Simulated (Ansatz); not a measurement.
# GaH5N2O: one species, many methods

The task here is to estimate one member of a computed series from the others.

Method: functionals in def2-TZVPP, the program's frozen cores in correlated methods; program: Ansatz 0.2.0, Gaussian basis.

Levels to be run: LDA (SPW92), PBE-D4, revPBE-D4, BLYP-D4, r2SCAN-D4, B97M-V, PBE0-D4, B3LYP-D4, r2SCANh-D4, r2SCAN0-D4, HSE06-D4, BHLYP-D4, CAM-B3LYP-D4, LC-ωPBE, ωB97X-V, ωB97M-V, B2PLYP, PBE-QIDH; CCSD(T)/def2-SVP; CCSD(T)/def2-TZVPP; MP2/def2-QZVPP; extrapolation to the limit; RPA on PBE.

## Structure used throughout

The geometry comes from an earlier relaxation with PBE0-D4 in a triple-zeta def2 set; it is a stationary point, not always the lowest conformer.

SMILES `[NH2][Ga]([NH2])[OH]`, 9 atoms, charge 0, spin multiplicity 1.

Atoms are counted from 1 here; the program's logs count them from 0.

Bond lengths: N1–Ga2 1.814 Å, N1–H5 1.007 Å, N1–H6 1.006 Å, Ga2–N3 1.821 Å, Ga2–O4 1.788 Å, N3–H7 1.006 Å, N3–H8 1.007 Å, O4–H9 0.958 Å. Angles: Ga2–N1–H5 118.9°, Ga2–N1–H6 121.1°, H5–N1–H6 111.0°, N1–Ga2–N3 123.6°, N1–Ga2–O4 115.3°, N3–Ga2–O4 121.0°, Ga2–N3–H7 120.7°, Ga2–N3–H8 120.4°, H7–N3–H8 110.6°, Ga2–O4–H9 114.4°.

Set-up of the first run:

File in.yaml:

```yaml
crystal:
  periodic: [false, false, false]
  atoms:
    - {symbol: N, position_ang: [0.039745, 1.555321, -0.880885]}
    - {symbol: Ga, position_ang: [0.239400, 0.005564, 0.039909]}
    - {symbol: N, position_ang: [-1.139454, -1.113283, 0.441867]}
    - {symbol: O, position_ang: [1.911729, -0.372254, 0.548953]}
    - {symbol: H, position_ang: [0.781798, 2.235273, -0.855350]}
    - {symbol: H, position_ang: [-0.857858, 2.003099, -0.957039]}
    - {symbol: H, position_ang: [-0.965004, -2.069477, 0.703013]}
    - {symbol: H, position_ang: [-2.017480, -1.034175, -0.044237]}
    - {symbol: H, position_ang: [2.007124, -1.210078, 1.003768]}
basis:
  gaussian: {orbitals: def2-TZVPP}
hamiltonian: {xc: lda}
output: {orbitals: {seedname: orbitals}}
```

Command:

```bash
$ ansatz run in.yaml --threads 4 --pin off --events-out ev --progress --plain --max-ram 10444MiB
```

Among the steps run: LDA; PBE-D4 (GGA); revPBE-D4 (GGA); BLYP-D4 (GGA); r2SCAN-D4 (meta-GGA); B97M-V (meta-GGA); PBE0-D4 (hybrid); B3LYP-D4 (hybrid); r2SCANh-D4 (hybrid); r2SCAN0-D4 (hybrid); HSE06-D4 (hybrid); BHLYP-D4 (hybrid); CAM-B3LYP-D4 (range-separated); LC-ωPBE (range-separated); ωB97X-V (range-separated); ωB97M-V (range-separated); B2PLYP (double hybrid); PBE-QIDH (double hybrid).

One of the session's tables, all rows but one given; the rest of the session is left out.

| functional | HOMO (eV) | gap (eV) |
| --- | --- | --- |
| LDA (SPW92) | -5.81 | 4.62 |
| PBE-D4 | -5.62 | 4.62 |
| revPBE-D4 | -5.56 | 4.66 |
| BLYP-D4 | -5.51 | 4.48 |
| r2SCAN-D4 | -5.94 | 5.40 |
| B97M-V | -5.98 | 5.10 |
| PBE0-D4 | -7.08 | 6.96 |
| B3LYP-D4 | -6.83 | 6.34 |
| r2SCANh-D4 | -6.48 | 6.24 |
| r2SCAN0-D4 | -7.30 | 7.48 |
| HSE06-D4 | -6.67 | 6.18 |
| BHLYP-D4 | -8.44 | 9.00 |
| CAM-B3LYP-D4 | -8.53 | 9.23 |
| LC-ωPBE | ? | ? |
| ωB97X-V | -9.56 | 11.38 |
| ωB97M-V | -9.47 | 10.93 |

Estimate the missing values for LC-ωPBE.

The run gave: HOMO (eV): -9.97; gap (eV): 12.04. In the column «HOMO (eV)» it is the lowest.
